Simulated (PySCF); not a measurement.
# ZnCd: changing the method

What do other methods print for ZnCd?

Program: PySCF 2.14.0. Level of theory: each script names its method and basis. These are calculated values, not measurements.

4 further runs of the same task are left out: 1 for a known fault of the program, 3 that didn't finish.

## Step 1: Where the work starts

ZnCd: 2 atoms, charge 0, spin multiplicity 1.

Bond lengths: Zn1–Cd2 2.331 Å.

## Step 2: The base run

input.py

```python
from pyscf import gto, scf

mol = gto.M(
    atom='Zn 0 0 0; Cd 0 0 2.331',
    basis='3-21g',
    charge=0,
    spin=0,
    verbose=3,
)
mf = scf.UHF(mol)
mf.kernel()
mf.nuc_grad_method().kernel()
mf.dip_moment()
print('orbital energies (hartree):', [e[max(0, n-3):n+3].round(4) for e, n in zip(mf.mo_energy, mol.nelec)])
```

Run with:

```console
> OMP_NUM_THREADS=1 python input.py
```

## Step 3: Revtpss (UKS)

Variant 1 changes functional: none (Hartree–Fock) → revtpss; SCF type: UHF → UKS; step after the SCF: gradient → analyze.

input.py

```python
from pyscf import gto, dft

mol = gto.M(
    atom='Zn 0 0 0; Cd 0 0 2.331',
    basis='3-21g',
    charge=0,
    spin=0,
    verbose=3,
)
mf = dft.UKS(mol, xc='revtpss')
mf.kernel()
mf.analyze()
print('orbital energies (hartree):', [e[max(0, n-3):n+3].round(4) for e, n in zip(mf.mo_energy, mol.nelec)])
```

## Step 4: MP2

Variant 2 changes step after the SCF: gradient → mp2; frozen orbitals: none → 19.

input.py, as its differences from that of step 2:

```diff
@@ -1,2 +1,2 @@
-from pyscf import gto, scf
+from pyscf import gto, scf, mp
 
@@ -11,3 +11,3 @@
 mf.kernel()
-mf.nuc_grad_method().kernel()
+mp.MP2(mf, frozen=19).kernel()
 mf.dip_moment()
```

## Step 5: Frequency run

Variant 3 changes step after the SCF: gradient → frequency.

input.py, as its differences from that of step 2:

```diff
@@ -1,2 +1,3 @@
 from pyscf import gto, scf
+from pyscf.hessian import thermo
 
@@ -11,3 +12,4 @@
 mf.kernel()
-mf.nuc_grad_method().kernel()
+hess = mf.Hessian().kernel()
+print('wavenumber (cm^-1) =', thermo.harmonic_analysis(mol, hess)['freq_wavenumber'].round(1))
 mf.dip_moment()
```

## Step 6: SCF alone

Variant 4 changes step after the SCF: gradient → none.

input.py, as its differences from that of step 2:

```diff
@@ -11,3 +11,2 @@
 mf.kernel()
-mf.nuc_grad_method().kernel()
 mf.dip_moment()
```

Before running it: what results should come out? Wanted: for each run, E(SCF); from base; gap; SCF dipole; after the SCF.

The runs gave:

```
          run  E(SCF) (hartree)  from base (eV)  gap (eV)  SCF dipole (D)                           after the SCF
         base      -7208.741451               0      5.85            0.28                                     n/a
revtpss (UKS)      -7211.055543  not comparable      1.80            0.01                                     n/a
          MP2      -7208.741451          0.0000      5.85            0.28  MP2 correlation -9.061 eV, core frozen
frequency run      -7208.741451          0.0000      5.85            0.28                   highest mode 271 cm⁻¹
    SCF alone      -7208.741451          0.0000      5.85            0.28                                     n/a
```

In words: A lower total energy from another functional means nothing by itself. The dearest run is “frequency run”, at 17 s against 2.6 s.
